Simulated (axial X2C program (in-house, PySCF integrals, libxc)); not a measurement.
# SeF⁺: from the state search to constants

Aim: find the lowest determinant of SeF⁺, scan the bond at several levels and fit the constants, once spin-free and once with spin–orbit coupling.

Computed with an in-house X2C program for linear molecules on PySCF integrals. Level: all-electron X2C, Se dyall-cv3z, F dyall-av3z.

All values are calculated.

## Step 1: Input

Contents of task.json:

```json
{"zs": [34, 9], "q": 1, "bas": ["dyall-cv3z", "dyall-av3z"], "levels": ["PBE0", "HF", "BP86"], "cc": true, "r0": 1.8, "thr": -2.0, "nmax": 90, "npts": 10, "nst": 2, "ntry": 6}
```

Keys: zs atomic numbers; q charge; bas basis sets; levels methods (HF also brings MP2); cc coupled cluster on or off; r0 starting distance in Å; thr threshold in hartree for freezing inner shells (an s shell follows its p shell); nmax most natural virtual spinors; npts points asked for on the curve; nst determinants followed; ntry starts of the search.

The run is started by

```console
$ python so2c.py task.json out
```

Spin-free means the one-electron spin-free X2C Hamiltonian; two-component (2c) means X2C with spin–orbit coupling and atomic mean-field two-electron Coulomb and Gaunt terms. Basis: Se dyall-cv3z contracted to [8s9p6d4f1g], F dyall-av3z contracted to [7s6p3d2f]; Gaussian nuclei, density fitting. Masses: Se 79.917 u, F 18.998 u.

Notation: σ, π±, δ± give the projection m of an orbital's angular momentum (0, ±1, ±2), α and β its spin, Λ and M_S the sums; ω is the projection of a spinor's total angular momentum and Ω the sum. Logs are in hartree.

The results follow Hamiltonian by Hamiltonian and level by level.

## Step 2: Search for the lowest determinant

PBE0 moves the distance from 1.800 Å to 1.663 Å and compares determinants there.

Spin-free determinants:

| ΔE (eV) | state | open shells |
| --- | --- | --- |
| 0.00 | M_S = 1, Λ = 0 | beyond closed shells: π+α, π-α |
| 1.08 | M_S = 0, Λ = 2 | beyond closed shells: π+α, π+β |
| 1.08 | M_S = 0, Λ = 0 | beyond closed shells: π+β, π-α |
| 4.54 | M_S = 1, Λ = 1 | beyond closed shells: σα, π+α |
| 4.97 | M_S = 0, Λ = 1 | beyond closed shells: σα, π+β |

Two-component determinants:

| ΔE (eV) | state | open shells |
| --- | --- | --- |
| 0.00 | Ω = 1 | excess of +ω over −ω: ω = -1/2, ω = 3/2 |
| 0.81 | Ω = 0 | closed shell |
| 1.07 | Ω = 2 | excess of +ω over −ω: ω = 1/2, ω = 3/2 |
| 1.34 | Ω = 0 | closed shell |
| 4.84 | Ω = 1 | excess of +ω over −ω: 2 × ω = 1/2 |

## Step 3: PBE0, spin-free

State followed: M_S = 1, Λ = 0 (beyond closed shells: π+α, π-α). The scan is laid around 1.663 Å, a first estimate of the minimum, and this SCF restarts from the orbitals of the search.

The SCF at the reference distance of 1.663 Å:

```text
spin-free X2C-1e  PBE0
basis functions 156  fitting functions 863  grid points 5074
iter        total energy     max residual
   1      -2529.155059555     2.88e-05
   2      -2529.155059532     7.77e-05
   3      -2529.155059570     6.18e-06
   4      -2529.155059571     2.84e-06
converged
one-electron -3697.60328384  Coulomb 1169.52810445  exact exchange -24.16079390  xc functional -74.29023875  nuclear repulsion 97.37115246
```

Along the bond, energies from the lowest point:

```csv
R (Å),E (eV),μ (D),HOMO (eV),LUMO (eV),iterations
1.447,1.3154,-0.87,-16.27,-11.61,11
1.513,0.5345,-1.19,-16.50,-11.84,11
1.563,0.2056,-1.43,-16.65,-12.00,11
1.613,0.0403,-1.65,-16.80,-12.15,11
1.663,0.0000,-1.87,-16.94,-12.29,4
1.721,0.0711,-2.11,-17.09,-12.44,11
1.779,0.2348,-2.33,-17.22,-12.57,12
1.854,0.5371,-2.60,-17.37,-12.73,13
1.946,0.9902,-2.88,-17.52,-12.88,14
2.079,1.7049,-3.18,-17.64,-13.01,14
```

Dipoles are positive if F is the positive end and refer to the centre of mass.

Outer orbitals at the reference distance:

```
symmetry  occupied  ε (eV)             atomic character
      σα       yes  -29.79    63% Se s, 22% F p, 8% F s
      σβ       yes  -27.70    56% Se s, 31% F p, 8% F s
      σα       yes  -22.25  60% F p, 25% Se p, 10% Se s
     π+α       yes  -21.87            82% F p, 15% Se p
     π-α       yes  -21.87            82% F p, 15% Se p
      σβ       yes  -21.58  52% F p, 25% Se p, 18% Se s
     π+β       yes  -20.86    87% F p, 8% Se p, 3% Se d
     π-β       yes  -20.86    87% F p, 8% Se p, 3% Se d
     π-α       yes  -16.94    77% Se p, 16% F p, 3% F d
     π+α       yes  -16.94    77% Se p, 16% F p, 3% F d
     π+β        no  -12.29    83% Se p, 10% F p, 4% F d
     π-β        no  -12.29    83% Se p, 10% F p, 4% F d
      σα        no   -9.86  55% Se p, 17% Se d, 17% F p
      σβ        no   -8.99  55% Se p, 16% Se d, 16% F p
```

PBE0 fields in the half plane through the axis: z from -2.4 to 3.9 Å across, distance from the axis 0.15 to 2.25 Å upwards; Se lies at z = 0 and F at z = 1.663 Å; the ELF is damped to zero where the density is low.

log10 density (e/bohr³). Ten even steps from ' ' (-6.52 ) to '@' (1.42 ):
```
....::::--------==----------::::::::....    
..::::----==============----------::::....  
::::----====++++++++++==========----::::....
::----====++++****++++++++++++======--::::..
::--====++++******************++++====--::..
::--==++++****######******####****++==--::::
----==++****####%%##############**++==----::
----==++****##@@@@@@######%%%%##**++++==--::
```

ELF. Ten even steps from '0' (0.00 ) to '9' (0.91 ):
```
0000000110000000000000
0000024553100000000000
0000368886300000000000
0001589998410111100000
0002699998512454210000
0003688644435888520000
0003673252258999731000
0003662828168119741000
```

Re = 1.657 Å, ωe = 833 cm⁻¹, ωexe = 3.36 cm⁻¹, Be = 0.4 cm⁻¹, De = 3.42 eV, μ = -1.84 D.

## Step 4: HF, spin-free

Output at 1.663 Å:

```text
spin-free X2C-1e  HF
basis functions 156  fitting functions 863  grid points 5074
iter        total energy     max residual
   1      -2527.347202508     1.52e-01
   2      -2527.374267297     7.98e-03
   3      -2527.375807433     8.67e-03
   4      -2527.376253985     2.59e-03
   5      -2527.376430764     1.76e-03
   6      -2527.376487279     7.24e-04
   7      -2527.376504909     2.74e-04
   8      -2527.376507171     7.26e-05
   9      -2527.376507321     4.63e-05
  10      -2527.376507414     2.47e-05
  11      -2527.376507464     8.88e-06
  12      -2527.376507469     2.69e-06
  13      -2527.376507469     7.53e-07
converged
one-electron -3697.39413642  Coulomb 1169.42433813  exact exchange -96.77786164  xc functional 0.00000000  nuclear repulsion 97.37115246
```

No constants are quoted: the dipole of the solution doesn't run smoothly along the scan, a sign that its character may change, so the fit is set aside.

## Step 5: BP86, spin-free

Output at 1.663 Å:

```text
spin-free X2C-1e  BP86
basis functions 156  fitting functions 863  grid points 5074
iter        total energy     max residual
   1      -2529.861089276     7.30e-02
   2      -2529.862691238     2.11e-02
   3      -2529.842613807     5.58e-02
   4      -2529.865631351     4.02e-03
   5      -2529.865761757     7.98e-04
   6      -2529.865766277     3.17e-04
   7      -2529.865766994     3.54e-05
   8      -2529.865767009     9.89e-06
   9      -2529.865767009     1.12e-06
converged
one-electron -3697.59024273  Coulomb 1169.49054406  exact exchange 0.00000000  xc functional -99.13722080  nuclear repulsion 97.37115246
```

Re = 1.687 Å, ωe = 776 cm⁻¹, ωexe = 3.28 cm⁻¹, Be = 0.386 cm⁻¹, De = 4.00 eV, μ = -1.68 D.

## Step 6: MP2 and beyond, spin-free

Correlated methods: 12 electrons correlated (frozen shells, counted by type: Se 3 s, 2 p, 1 d; F 1 s), 212 virtual spinors in MP2, 89 natural virtuals in coupled cluster.

Output of the correlated part at 1.663 Å:

```text
correlated 12  virtual 212  natural virtual 89  E(MP2) -0.372094798  MP2 remainder -0.013793477
iter   CCSD correlation   residual
   1     -0.356051348   1.29e-01
   2     -0.365942011   5.98e-02
   3     -0.369599942   2.30e-02
   4     -0.369710609   9.22e-03
   5     -0.369903993   4.38e-03
   6     -0.369933875   1.54e-03
   7     -0.369926420   5.21e-04
   8     -0.369931910   1.77e-04
   9     -0.369929694   6.83e-05
  10     -0.369930096   2.29e-05
  11     -0.369929591   9.27e-06
  12     -0.369929587   4.27e-06
(T) -0.013646474  T1 0.0316  D1 0.0647  max T2 0.079
```

T1 in the output is the amplitude norm over the root of the electron number; divide by √2 for the Lee–Taylor value.

MP2: No constants are quoted: the dipole of the HF reference doesn't run smoothly along the scan, a sign that its character may change, so the fit is set aside.

CCSD: No constants are quoted: the dipole of the HF reference doesn't run smoothly along the scan, a sign that its character may change, so the fit is set aside.

CCSD(T): No constants are quoted: the dipole of the HF reference doesn't run smoothly along the scan, a sign that its character may change, so the fit is set aside.

## Step 7: A higher determinant, spin-free

State: M_S = 0, Λ = 2 (beyond closed shells: π+α, π+β).

Output at the reference distance:

```text
spin-free X2C-1e  PBE0
basis functions 156  fitting functions 863  grid points 5074
iter        total energy     max residual
   1      -2529.115550291     2.51e-05
   2      -2529.115550277     5.21e-05
   3      -2529.115550295     2.05e-06
   4      -2529.115550295     5.67e-07
converged
one-electron -3697.47642772  Coulomb 1169.38506561  exact exchange -24.14258621  xc functional -74.25275443  nuclear repulsion 97.37115246
```

| R (Å) | E above the lowest PBE0 point (eV) |
| --- | --- |
| 1.447 | 2.387 |
| 1.513 | 1.606 |
| 1.563 | 1.278 |
| 1.613 | 1.114 |
| 1.663 | 1.075 |
| 1.721 | 1.149 |
| 1.779 | 1.317 |
| 1.854 | 1.627 |
| 1.946 | 2.093 |

Re = 1.656 Å, ωe = 839 cm⁻¹, ωexe = 3.25 cm⁻¹, Be = 0.4005 cm⁻¹, μ = -1.70 D. Te = 1.07 eV. As a difference of two determinants it need not be a gap between pure terms.

## Step 8: The spin-free curves together

Energy (eV) of the followed determinant, spin-free, from each level's lowest point:

```
R (Å)   PBE0  HF (dipole not smooth)  MP2 (HF's dipole not smooth)  CCSD (HF's dipole not smooth)  CCSD(T) (HF's dipole not smooth)   BP86
1.447  1.315                   1.051                         1.377                            n/a                               n/a  1.567
1.513  0.534                   0.360                         0.574                          0.536                             0.584  0.706
1.563  0.206                   0.099                         0.231                          0.206                             0.239  0.319
1.613  0.040                   0.000                         0.052                          0.041                             0.057  0.096
1.663  0.000                   0.024                         0.000                          0.000                             0.000  0.000
1.721  0.071                   0.166                         0.058                          0.069                             0.050  0.009
1.779  0.235                   0.396                         0.209                          0.228                             0.191  0.114
1.854  0.537                   0.767                         0.547                          0.517                             0.464  0.345
1.946  0.990                   1.111                         1.684                            n/a                               n/a  0.721
2.079  1.705                   1.256                         2.594                            n/a                               n/a  1.350
```

## Step 9: PBE0, 2c

State followed: Ω = 1 (excess of +ω over −ω: ω = -1/2, ω = 3/2). The scan is laid around 1.663 Å, a first estimate of the minimum, and this SCF restarts from the orbitals of the search.

Output at 1.663 Å:

```text
two-component X2C + atomic mean field  PBE0
basis functions 156  fitting functions 863  grid points 5074
iter        total energy     max residual
   1      -2528.327209832     1.95e-05
   2      -2528.327209842     8.74e-06
   3      -2528.327209843     4.20e-06
converged
one-electron -3695.46768046  Coulomb 1169.08660479  exact exchange -24.15197864  xc functional -74.26312401  nuclear repulsion 97.37115246  atomic mean-field constant -0.90218397
```

Along the bond, energies from the lowest point:

```
R (Å)  E (eV)  μ (D)  HOMO (eV)  LUMO (eV)  iterations
1.447  1.3220  -0.87     -16.13     -11.72          11
1.513  0.5388  -1.19     -16.35     -11.96          11
1.563  0.2083  -1.43     -16.51     -12.12          11
1.613  0.0416  -1.65     -16.66     -12.27          11
1.663  0.0000  -1.87     -16.80     -12.42           3
1.721  0.0697  -2.11     -16.94     -12.57          11
1.779  0.2320  -2.33     -17.08     -12.71          12
1.854  0.5327  -2.60     -17.23     -12.86          13
1.946  0.9840  -2.88     -17.38     -13.02          14
2.079  1.6953  -3.18     -17.52     -13.16          14
```

Dipoles are positive if F is the positive end and refer to the centre of mass.

Outer spinors at the reference distance:

```json
{"ω": "1/2", "occupied": "yes", "ε (eV)": "-29.79", "atomic character": "63% Se s, 22% F p, 8% F s", "λ mixture": "100% σ"}
{"ω": "-1/2", "occupied": "yes", "ε (eV)": "-27.70", "atomic character": "56% Se s, 31% F p, 8% F s", "λ mixture": "100% σ"}
{"ω": "1/2", "occupied": "yes", "ε (eV)": "-22.25", "atomic character": "60% F p, 25% Se p, 10% Se s", "λ mixture": "100% σ"}
{"ω": "-1/2", "occupied": "yes", "ε (eV)": "-21.91", "atomic character": "80% F p, 16% Se p", "λ mixture": "99% π, 1% σ"}
{"ω": "3/2", "occupied": "yes", "ε (eV)": "-21.83", "atomic character": "82% F p, 14% Se p", "λ mixture": "100% π"}
{"ω": "-1/2", "occupied": "yes", "ε (eV)": "-21.57", "atomic character": "53% F p, 25% Se p, 17% Se s", "λ mixture": "98% σ, 2% π"}
{"ω": "1/2", "occupied": "yes", "ε (eV)": "-20.87", "atomic character": "87% F p, 9% Se p, 2% Se d", "λ mixture": "100% π"}
{"ω": "-3/2", "occupied": "yes", "ε (eV)": "-20.83", "atomic character": "88% F p, 8% Se p, 3% Se d", "λ mixture": "100% π"}
{"ω": "-1/2", "occupied": "yes", "ε (eV)": "-17.06", "atomic character": "76% Se p, 17% F p, 3% F d", "λ mixture": "100% π"}
{"ω": "3/2", "occupied": "yes", "ε (eV)": "-16.80", "atomic character": "78% Se p, 16% F p, 3% F d", "λ mixture": "100% π"}
{"ω": "1/2", "occupied": "no", "ε (eV)": "-12.42", "atomic character": "82% Se p, 11% F p, 4% F d", "λ mixture": "100% π"}
{"ω": "-3/2", "occupied": "no", "ε (eV)": "-12.16", "atomic character": "83% Se p, 10% F p, 4% F d", "λ mixture": "100% π"}
{"ω": "1/2", "occupied": "no", "ε (eV)": "-9.84", "atomic character": "55% Se p, 17% Se d, 17% F p", "λ mixture": "100% σ"}
{"ω": "-1/2", "occupied": "no", "ε (eV)": "-8.98", "atomic character": "55% Se p, 16% Se d, 16% F p", "λ mixture": "100% σ"}
```

PBE0 fields in the half plane through the axis: z from -2.4 to 3.9 Å across, distance from the axis 0.15 to 2.25 Å upwards; Se lies at z = 0 and F at z = 1.663 Å; the ELF is damped to zero where the density is low.

log10 density (e/bohr³). Ten even steps from '0' (-6.51 ) to '9' (1.42 ):
```
1122333333333322221100
1223344444443333322110
2233445555544444332211
2334455565555554443221
2344556666666665544321
2345566777666776654322
3345667787777777654332
3345667999777887655432
```

ELF. Ten even steps from '0' (0.00 ) to '9' (0.91 ):
```
0000000110000000000000
0000024553100000000000
0000368886300000000000
0001589998410121100000
0002699998512454210000
0003688644435888520000
0003673252258999731000
0003662828168119741000
```

Re = 1.658 Å, ωe = 832 cm⁻¹, ωexe = 3.37 cm⁻¹, Be = 0.3997 cm⁻¹, De = 3.40 eV, μ = -1.85 D.

## Step 10: HF, 2c

The SCF at the reference distance of 1.663 Å:

```text
two-component X2C + atomic mean field  HF
basis functions 156  fitting functions 863  grid points 5074
iter        total energy     max residual
   1      -2526.520021762     1.51e-01
   2      -2526.547070347     7.98e-03
   3      -2526.548610335     8.88e-03
   4      -2526.549056681     2.58e-03
   5      -2526.549233627     1.88e-03
   6      -2526.549290274     7.91e-04
   7      -2526.549307975     2.97e-04
   8      -2526.549310250     7.16e-05
   9      -2526.549310398     4.54e-05
  10      -2526.549310489     2.43e-05
  11      -2526.549310538     8.88e-06
  12      -2526.549310542     2.76e-06
  13      -2526.549310543     7.60e-07
converged
one-electron -3695.25756994  Coulomb 1168.98183694  exact exchange -96.74254603  xc functional 0.00000000  nuclear repulsion 97.37115246  atomic mean-field constant -0.90218397
```

No constants are quoted: the dipole of the solution doesn't run smoothly along the scan, a sign that its character may change, so the fit is set aside.

## Step 11: BP86, 2c

Output at 1.663 Å:

```text
two-component X2C + atomic mean field  BP86
basis functions 156  fitting functions 863  grid points 5074
iter        total energy     max residual
   1      -2529.032807872     7.29e-02
   2      -2529.034412001     2.12e-02
   3      -2529.014359641     5.61e-02
   4      -2529.037347333     4.04e-03
   5      -2529.037477706     8.01e-04
   6      -2529.037482197     3.18e-04
   7      -2529.037482913     3.54e-05
   8      -2529.037482927     9.84e-06
   9      -2529.037482928     1.12e-06
converged
one-electron -3695.45494597  Coulomb 1169.04936901  exact exchange 0.00000000  xc functional -99.10087445  nuclear repulsion 97.37115246  atomic mean-field constant -0.90218397
```

Re = 1.687 Å, ωe = 775 cm⁻¹, ωexe = 3.29 cm⁻¹, Be = 0.3857 cm⁻¹, De = 3.98 eV, μ = -1.68 D.

## Step 12: MP2 and beyond, 2c

Correlated methods: 12 electrons correlated (frozen shells, counted by type: Se 3 s, 2 p, 1 d; F 1 s), 212 virtual spinors in MP2, 90 natural virtuals in coupled cluster.

Output of the correlated part at 1.663 Å:

```text
correlated 12  virtual 212  natural virtual 90  E(MP2) -0.372034358  MP2 remainder -0.013523639
iter   CCSD correlation   residual
   1     -0.356259448   1.29e-01
   2     -0.366146322   5.98e-02
   3     -0.369802191   2.30e-02
   4     -0.369912222   9.21e-03
   5     -0.370105388   4.38e-03
   6     -0.370135338   1.54e-03
   7     -0.370127811   5.24e-04
   8     -0.370133343   1.80e-04
   9     -0.370131091   7.05e-05
  10     -0.370131517   2.46e-05
  11     -0.370130984   1.05e-05
  12     -0.370130986   5.01e-06
(T) -0.013668217  T1 0.0316  D1 0.0663  max T2 0.078
```

MP2: No constants are quoted: the dipole of the HF reference doesn't run smoothly along the scan, a sign that its character may change, so the fit is set aside.

CCSD: No constants are quoted: the dipole of the HF reference doesn't run smoothly along the scan, a sign that its character may change, so the fit is set aside.

CCSD(T): No constants are quoted: the dipole of the HF reference doesn't run smoothly along the scan, a sign that its character may change, so the fit is set aside.

## Step 13: A higher determinant, 2c

State: Ω = 0 (closed shell).

Output at the reference distance:

```text
two-component X2C + atomic mean field  PBE0
basis functions 156  fitting functions 863  grid points 5074
iter        total energy     max residual
   1      -2528.297579434     8.53e-06
   2      -2528.297579436     6.10e-06
   3      -2528.297579436     2.56e-06
converged
one-electron -3695.45143326  Coulomb 1169.04860165  exact exchange -24.13496746  xc functional -74.22874885  nuclear repulsion 97.37115246  atomic mean-field constant -0.90218397
```

| R (Å) | E above the lowest PBE0 point (eV) |
| --- | --- |
| 1.447 | 2.136 |
| 1.513 | 1.349 |
| 1.563 | 1.016 |
| 1.613 | 0.848 |
| 1.663 | 0.806 |
| 1.721 | 0.877 |
| 1.779 | 1.041 |
| 1.854 | 1.346 |
| 1.946 | 1.807 |

Re = 1.658 Å, ωe = 836 cm⁻¹, ωexe = 3.26 cm⁻¹, Be = 0.3997 cm⁻¹, μ = -1.75 D. Te = 0.81 eV. As a difference of two determinants it need not be a gap between pure terms.

## Step 14: The 2c curves together

Energy (eV) of the followed determinant, 2c, from each level's lowest point:

| R (Å) | PBE0 | HF (dipole not smooth) | MP2 (HF's dipole not smooth) | CCSD (HF's dipole not smooth) | CCSD(T) (HF's dipole not smooth) | BP86 |
| --- | --- | --- | --- | --- | --- | --- |
| 1.447 | 1.322 | 1.056 | 1.384 | n/a | n/a | 1.574 |
| 1.513 | 0.539 | 0.363 | 0.578 | 0.540 | 0.588 | 0.711 |
| 1.563 | 0.208 | 0.100 | 0.233 | 0.209 | 0.241 | 0.321 |
| 1.613 | 0.042 | 0.000 | 0.053 | 0.042 | 0.058 | 0.097 |
| 1.663 | 0.000 | 0.023 | 0.000 | 0.000 | 0.000 | 0.000 |
| 1.721 | 0.070 | 0.164 | 0.057 | 0.068 | 0.049 | 0.007 |
| 1.779 | 0.232 | 0.392 | 0.207 | 0.225 | 0.188 | 0.111 |
| 1.854 | 0.533 | 0.761 | 0.547 | 0.513 | 0.461 | 0.341 |
| 1.946 | 0.984 | 1.101 | 1.678 | n/a | n/a | 0.714 |
| 2.079 | 1.695 | 1.244 | 2.584 | n/a | n/a | 1.341 |

The whole job took 2.1 min on 1 thread of Arm Neoverse V2, shared host; peak memory 0.72 GiB.

## Step 15: Results

Lowest determinant that the search found at its distance, spin-free: M_S = 1, Λ = 0 (beyond closed shells: π+α, π-α).

Lowest determinant that the search found at its distance, 2c: Ω = 1 (excess of +ω over −ω: ω = -1/2, ω = 3/2).

```
Hamiltonian  level  Re (Å)  ωe (cm⁻¹)  De (eV)  μ (D)
  spin-free   PBE0   1.657        833     3.42  -1.84
  spin-free   BP86   1.687        776     4.00  -1.68
         2c   PBE0   1.658        832     3.40  -1.85
         2c   BP86   1.687        775     3.98  -1.68
```

Dipoles are positive if F is the positive end and refer to the centre of mass. No constants: spin-free HF (the dipole of the solution doesn't run smoothly along the scan, a sign that its character may change, so the fit is set aside); spin-free MP2 (the dipole of the HF reference doesn't run smoothly along the scan, a sign that its character may change, so the fit is set aside); spin-free CCSD (the dipole of the HF reference doesn't run smoothly along the scan, a sign that its character may change, so the fit is set aside); spin-free CCSD(T) (the dipole of the HF reference doesn't run smoothly along the scan, a sign that its character may change, so the fit is set aside); 2c HF (the dipole of the solution doesn't run smoothly along the scan, a sign that its character may change, so the fit is set aside); 2c MP2 (the dipole of the HF reference doesn't run smoothly along the scan, a sign that its character may change, so the fit is set aside); 2c CCSD (the dipole of the HF reference doesn't run smoothly along the scan, a sign that its character may change, so the fit is set aside); 2c CCSD(T) (the dipole of the HF reference doesn't run smoothly along the scan, a sign that its character may change, so the fit is set aside).

Time per point (s) on 1 thread of Arm Neoverse V2, shared host (2c runs); the times are rough: PBE0 0.51, BP86 0.29.

At PBE0, going from spin-free to two-component changes Re by +1 mÅ, ωe by -0.1 %; the spin-free picture holds up (part of it comes from the scalar share of the two-electron terms). De moves by -0.02 eV; both De rest on single-determinant atoms, which can miss part of an open shell's spin–orbit lowering.

De refers to Se+ + F, each in the lowest determinant found, which need not be this curve's own limit. Each curve is one determinant whose occupation by symmetry is held fixed; it was picked as the lowest of a PBE0 search that is not exhaustive. De is counted from the lowest determinant-based energies of the atoms at the same level, without counterpoise correction. Density functionals use the spin component along the axis (collinear). With several unpaired electrons one determinant need not be a pure state.
